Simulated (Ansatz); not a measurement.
SiSe under changes of volume

One of the cells (20.142 Å³/atom); the others are scaled copies at fixed shape and fractional positions:

```
Si Se
1.0
     3.59520    0.00000    0.00000
    -1.79760    3.11353    0.00000
     0.00000    0.00000    3.59873
Si Se
1 1
Direct
  0.66667 0.33333 0.50000
  0.00000 0.00000 0.00000
```

The cell was built by a generator and needn't be a form met in nature.

| Item | Value |
| --- | --- |
| Program | Ansatz 0.2.0 |
| Functional | PBE |
| Potentials or basis | Ansatz PAW |
| Cutoff | 420 eV (not typed: the program's choice for these potentials) |
| k mesh | 9 × 9 × 7 |
| Occupations | fermi-dirac, width 0.05 eV |
| Spin | no spin polarisation |

```tsv
volume (Å³/atom)	energy over the lowest point (meV/atom)	pressure (GPa)
18.933	16.49	4.1
19.336	?	?
19.739	2.53	1.5
20.142	0.00	0.4
20.544	0.26	-0.7
20.947	3.11	-1.7
21.350	8.27	-2.6
```

Problem. What does the run at 19.336 Å³/atom give?

Solution. Energy over the lowest point 7.97 meV/atom; pressure 2.7 GPa.

Worked out: A Birch-Murnaghan fit of order 3 (a polynomial in V^(-2/3)) to the other rows has its minimum at 20.30 Å³/atom with B0 = V·E''(V) = 53 GPa (rough, since the energies scatter) at fixed shape and positions, which overstates the stiffness. It gives 7.93 meV/atom at 19.336 Å³/atom, against the run's 7.97, and -dE/dV = 2.8 GPa, against 2.7.

Energies are extrapolated to zero smearing.
